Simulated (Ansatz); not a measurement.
# YbPdO2: the cost of one run

Method: DFT LDA+U (U = 8 eV, J = 0.7 eV on Pd d), plane waves, PAW, no spin–orbit coupling unless a run says so, in Ansatz 0.2.0.

2 further runs of the same task are left out: 2 that didn't finish. Runs told in other sessions of the task aren't counted.

### 1 The system as given

Symmetry: R-3m, No. 166, trigonal system. Conventional cell: a = 3.396 Å, b = 3.396 Å, c = 19.232 Å, α = 90.00°, β = 90.00°, γ = 120.00°. Pd (site symmetry -3m) has 2 O at 2.05 Å in its first shell of neighbours. Yb (site symmetry -3m) has 6 O at 2.28 Å in its first shell of neighbours. Around O (site symmetry 3m) lie 1 Pd at 2.05 Å and 3 Yb at 2.28 Å.

Coordinates:

```cif
data_structure
_symmetry_space_group_name_H-M 'P 1'
_symmetry_Int_Tables_number 1
_cell_length_a 6.7038
_cell_length_b 6.7038
_cell_length_c 6.7038
_cell_angle_alpha 29.343
_cell_angle_beta 29.343
_cell_angle_gamma 29.343
_cell_volume 64.02
loop_
_atom_site_label
_atom_site_type_symbol
_atom_site_fract_x
_atom_site_fract_y
_atom_site_fract_z
_atom_site_occupancy
Pd1 Pd 0.00000 0.00000 0.00000 1
Yb1 Yb 0.50000 0.50000 0.50000 1
O1 O 0.10660 0.10660 0.10660 1
O2 O 0.89340 0.89340 0.89340 1
```

An earlier series on this cell reached its lowest free state from «ferromagnetic start, free, symmetry kept, no search», perhaps among other starts.

### 2 Total moment locked, 2.20 μB per cell

File input.yaml:

```yaml
crystal:
  lattice:
    - [1.69793676, 0.98030425, 6.41069194]
    - [-1.69793676, 0.98030425, 6.41069194]
    - [0.0, -1.9606085, 6.41069194]
  atoms:
    - { symbol: Pd, position: [0.0, 0.0, 0.0], spin: 2.2 }
    - { symbol: Yb, position: [0.5, 0.5, 0.5] }
    - { symbol: O, position: [0.1066, 0.1066, 0.1066] }
    - { symbol: O, position: [0.8934, 0.8934, 0.8934] }
basis:
  ecutwfc: 420
  ecutrho_ratio: 4
kpoints:
  mp_grid: { grid: [7, 7, 7] }
hamiltonian:
  xc: lda
  hubbard:
    sites:
      - { site: 0, l: d, u: 8.0, j: 0.7, starting_ns: [{ spin: up, occupation_matrix: s0up }, { spin: down, occupation_matrix: s0down }] }
    occupation_matrices:
      s0up:
        matrix:
          - [0.97, 0.0, 0.0, 0.0, 0.0]
          - [0.0, 0.97, 0.0, 0.0, 0.0]
          - [0.0, 0.0, 0.97, 0.0, 0.0]
          - [0.0, 0.0, 0.0, 0.97, 0.0]
          - [0.0, 0.0, 0.0, 0.0, 0.97]
      s0down:
        matrix:
          - [0.02, 0.0, 0.0, 0.0, 0.0]
          - [0.0, 0.97, 0.0, 0.0, 0.0]
          - [0.0, 0.0, 0.92564, -0.20043, 0.0]
          - [0.0, 0.0, -0.20043, 0.06436, 0.0]
          - [0.0, 0.0, 0.0, 0.0, 0.97]
    ns_hold: { iters: 8 }
scf:
  occupations: { method: gaussian, width: 0.05 }
  lower_state_search: "off"
  max_iter: 150
output:
  forces: true
  stress: true
  eigenvalues: true
  populations: true
  hubbard: { sites: [{ site: 0, l: d }] }
magnetization:
  spin_polarized: true
  initial_magnetization: 2.2
  spin_locking: { lock_magnetization: hard }
```

The typed matrices put 0.97 on the chosen orbitals and 0.02 on the others, and are held for 8 cycles. The lock stays on to the end, so the result is a constrained state unless its moments die out.

Launch:

```
$ ansatz run input.yaml --threads 2 --pin off --max-ram 3072MiB --backend cpu --events-out ev --progress --plain --runs-dir out
```

Q: Estimate wall time and peak memory on 2 threads of Intel Xeon Platinum 8488C (Sapphire Rapids), shared host.

About 31 s, with a peak of 0.78 GiB.
